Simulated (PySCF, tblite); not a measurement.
# C5H12NPSi2: geometry, infrared bands and NMR shifts

Wanted: the infrared bands and NMR shifts of C5H12NPSi2 (`C/N=C\C#C[SiH2]P[SiH2]C`), by calculation.

Programs: tblite 0.8.0 and PySCF 2.14.0, with density-fitted response routines of our own. Each step states its level of theory. These are calculated values for one molecule in the gas phase, unless marked as measured. Atoms are numbered from 0 throughout.

## 1. The starting structure

21 atoms, charge 0, multiplicity 1; geometry from: force field or distance geometry start.

Bonds of the start (Å): C0–N1 1.43, N1–C2 1.30, C2–C3 1.43, C3–C4 1.21, C4–Si5 1.82, Si5–P6 2.21, P6–Si7 2.23, Si7–C8 1.85, C0–H9 1.09, C0–H10 1.13, C0–H11 1.13, C2–H12 1.10, Si5–H13 1.47, Si5–H14 1.48, P6–H15 1.45, Si7–H16 1.47, Si7–H17 1.48, C8–H18 1.12, C8–H19 1.12, C8–H20 1.13.

## 2. Relaxing the molecule with GFN2-xTB

Job settings and geometry (Å):

```
{"job": {"kind": "relax", "xc": "GFN2-xTB", "basis": "xTB"}, "charge": 0, "multiplicity": 1}
C     -3.892600     0.052200    -1.281100
N     -4.724600     0.066200    -0.117100
C     -4.144600     0.148100     1.047200
C     -2.730800     0.254200     1.205300
C     -1.539200     0.334800     1.382300
Si     0.260400     0.470700     1.646900
P      1.241500    -0.162600    -0.224400
Si     3.430000    -0.184300     0.195600
C      4.429600    -0.171800    -1.357500
H     -2.821900     0.126400    -1.104300
H     -4.300800     0.849800    -1.975700
H     -4.108900    -0.917400    -1.819900
H     -4.800800     0.155900     1.924200
H      0.697200    -0.478400     2.677900
H      0.664200     1.833200     2.059800
H      0.903800     0.843900    -1.210500
H      3.746600     0.914100     1.126800
H      3.686500    -1.442200     0.933900
H      4.107600    -1.001100    -2.040400
H      5.519300    -0.343900    -1.172100
H      4.368600     0.823800    -1.897400
```

Command:

```console
> OMP_NUM_THREADS=1 python probes_run.py task.json out
```

One launch serves the whole session: the jobs run in the order shown.

**Question.** This job is followed by: GFN2-xTB harmonic vibrations, gas phase; GIAO PBE0/pcSseg-1 NMR shielding, non-relativistic, gas phase. What will the session give for the following? strongest single infrared mode (GFN2-xTB); zero-point energy (GFN2-xTB); 13C shifts against TMS (PBE0/pcSseg-1); 1H shifts against TMS (PBE0/pcSseg-1, means over atoms taken as alike); 15N shifts against NH3 (PBE0/pcSseg-1); 29Si shifts against TMS (PBE0/pcSseg-1); 31P shifts against H3PO4 (PBE0/pcSseg-1).

The runs gave:

| quantity | value |
| --- | --- |
| strongest single infrared mode (GFN2-xTB) | 655 cm⁻¹, 551 km/mol |
| zero-point energy (GFN2-xTB) | 91.6 kcal/mol |
| 13C shifts against TMS (PBE0/pcSseg-1) | 146.5, 105.3, 103.1, 48.0, -4.9 ppm |
| 1H shifts against TMS (PBE0/pcSseg-1, means over atoms taken as alike) | 7.72, 4.81, 4.37, 4.00, 0.59, 0.38 ppm |
| 15N shifts against NH3 (PBE0/pcSseg-1) | 430.3 ppm |
| 29Si shifts against TMS (PBE0/pcSseg-1) | -51.6, -73.4 ppm |
| 31P shifts against H3PO4 (PBE0/pcSseg-1) | -310.9 ppm |

Over 73 steps the energy fell by 0.509 eV; of the close pairs, P6–H15 changed most, 1.449 to 1.380 Å. The lowest mode is slightly imaginary (7i cm⁻¹), a soft motion within the noise of the Hessian, so the minimum is not strictly shown. The strongest single mode, at 655 cm⁻¹, has its largest shares on H14, H13 and H15 (the list is cut at 3 atoms). GFN2-xTB is a fitted tight-binding method: band positions and strengths are rough. Its intensities can rank the bands wrongly. At PBE0/pcSseg-1: The widest tensor belongs to N1: span 880 ppm, with a paramagnetic part of -489 ppm.
